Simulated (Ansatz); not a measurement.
**NHBr (quartet): from Hartree-Fock to the top rungs at distance Br1–H2 along a hydrogen transfer = 1.421 Å, cc-pVDZ**

How much of the correlation energy of NHBr (quartet) does each wave-function method recover here?

Computed with Ansatz 0.2.0, Gaussian basis. Level: cc-pVDZ, core rule «outside noble gas», up to 15 orbitals frozen.

The runs, in order: UHF; CCSD(T) on ROHF; CCSD(T) on UHF; BCCD(T) on ROHF; CISD; CCSDT(Q) on ROHF; CCSDT(Q) on UHF; CCSDTQ on ROHF; CASSCF and MRCISD+Q, 5 electrons in 5 orbitals; CASSCF and NEVPT2, 5 electrons in 5 orbitals; CASSCF and MRCISD+Q, 13 electrons in 9 orbitals; CASSCF and NEVPT2, 13 electrons in 9 orbitals.

## (1) The geometry

The geometry derives from fragments relaxed apart (PBE0/def2-TZVP) and kept rigid, so it is no stationary point. A hydrogen atom is moved between rigid fragments. No spin-orbit coupling is included. The filled d shell of Br may be among the frozen orbitals whatever the setting's name suggests; the logs give the count.

3 atoms, charge 0, spin multiplicity 4.

Atoms are counted from 1 here; the program's logs count them from 0.

Bond lengths: Br1–H2 1.421 Å.

## (2) UHF

File in.yaml:

```yaml
crystal:
  periodic: [false, false, false]
  atoms:
    - {symbol: Br, position_ang: [0.000000, 0.000000, -1.528200]}
    - {symbol: H, position_ang: [0.000000, 0.000000, -0.107600]}
    - {symbol: N, position_ang: [0.000000, 0.000000, 1.635800]}
basis:
  gaussian: {orbitals: cc-pVDZ}
magnetization: {spin_polarized: true, initial_magnetization: 3}
hamiltonian: {xc: hf}
output: {orbitals: {seedname: orbitals}}
```

Run with:

```bash
> ansatz run in.yaml --threads 1 --pin off --events-out ev --progress --plain --max-ram 2816MiB --backend cpu
```

After this run come: CCSD(T) on ROHF; CCSD(T) on UHF; BCCD(T) on ROHF; CISD; CCSDT(Q) on ROHF; CCSDT(Q) on UHF; CCSDTQ on ROHF; CASSCF and MRCISD+Q, 5 electrons in 5 orbitals; CASSCF and NEVPT2, 5 electrons in 5 orbitals; CASSCF and MRCISD+Q, 13 electrons in 9 orbitals; CASSCF and NEVPT2, 13 electrons in 9 orbitals.

Before running them: what should the planned runs give, taken together? Wanted: RCCSDTQ below the RHF energy; RMP2 from RCCSDTQ; UMP2 from RCCSDTQ; RCCSD from RCCSDTQ; RCCSD(T) from RCCSDTQ; UCCSD(T) from RCCSDTQ; RCCSDT(Q) from RCCSDTQ; UCCSDT(Q) from RCCSDTQ; NEVPT2 pair from RCCSDTQ.

The runs gave:

| quantity | value |
| --- | --- |
| RCCSDTQ below the RHF energy | -6.5052 eV |
| RMP2 from RCCSDTQ | +962.9 meV |
| UMP2 from RCCSDTQ | +944.7 meV |
| RCCSD from RCCSDTQ | +106.5 meV |
| RCCSD(T) from RCCSDTQ | +19.9 meV |
| UCCSD(T) from RCCSDTQ | +17.8 meV |
| RCCSDT(Q) from RCCSDTQ | +0.6 meV |
| UCCSDT(Q) from RCCSDTQ | -1.3 meV |
| NEVPT2 pair from RCCSDTQ | +937.9 meV |
| MRCISD+Q pair from RCCSDTQ | -4.1 meV |
| NEVPT2 valence from RCCSDTQ | +1261.0 meV |
| levels within 1 kcal/mol (43 meV) | RCCSD(T), UCCSD(T), BCCD(T), RCCSDT, UCCSDT, RCCSDT(Q), UCCSDT(Q), MRCISD+Q pair, MRCISD+Q valence |
| T1 diagnostic | 0.012 |
| effectively unpaired electrons | 3.01 |

**Reading.** RCCSD(T) misses by +19.9 meV, 0.3 % of the correlation energy. One determinant dominates. Of the multireference levels listed MRCISD+Q pair comes nearest in total energy (-4.1 meV), which doesn't show that its space is the better one. These misses are within one basis, not against nature; the frozen cores of restricted and unrestricted runs differ, which can shift their rows.
